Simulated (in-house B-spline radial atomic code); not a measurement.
# Cd¹⁴⁺: ionisation energy by several methods

The task here is to estimate one member of a computed series from the others.

Program: in-house B-spline radial atomic code version 1. Level of theory: scalar-relativistic (X2C), several functionals, spin-polarised; spherical all-electron atom at the radial basis limit. These are calculated values, not measurements, unless marked.

**Starting point**

```
element       : cadmium (Z = 48)
charge        : +14
electrons     : 34
configuration : [Ar] 3d10 4s2 4p4
nucleus       : Fermi, rms radius 4.609 fm
```

The outer shells:

[Ar] 3d10 4s2 4p4
```
[Ar] core
3d [↑↓][↑↓][↑↓][↑↓][↑↓]
4s [↑↓]
4p [↑↓][↑ ][↑ ]
```

Where spins are not typed, each open shell is filled with up spins first.

Set-up of the first run:

Settings, as recorded:

```ini
Z = 48
electrons = 34.0
configuration = [Ar] 3d10 4s2 4p4
hamiltonian = x2c
method = tpss,tpss
spin_polarised = True
nucleus = fermi
rms_radius = 4.6087
mass_number = 114
atomic_mass = 113.903364998
speed_of_light = 137.035999084
```

Among the steps run: TPSS; AM05; PBEsol; LDA (PW92); exchange-only LDA.

One of the session's tables, all rows but one given; the rest of the session is left out.

| method | ΔSCF (eV) |
| --- | --- |
| LDA (PW92) | 359.25 |
| exchange-only LDA | 356.58 |
| AM05 | ? |
| PBEsol | 358.45 |
| TPSS | 358.22 |

Q: Estimate the row for AM05 from the others.

The run gave: ΔSCF (eV): 358.50. In the column «ΔSCF (eV)» it lies between PBEsol (358.45) and LDA (PW92) (359.25).

Members of this set that are not shown: 2 used exact exchange with fractional occupations of an open shell, which is unsound here.
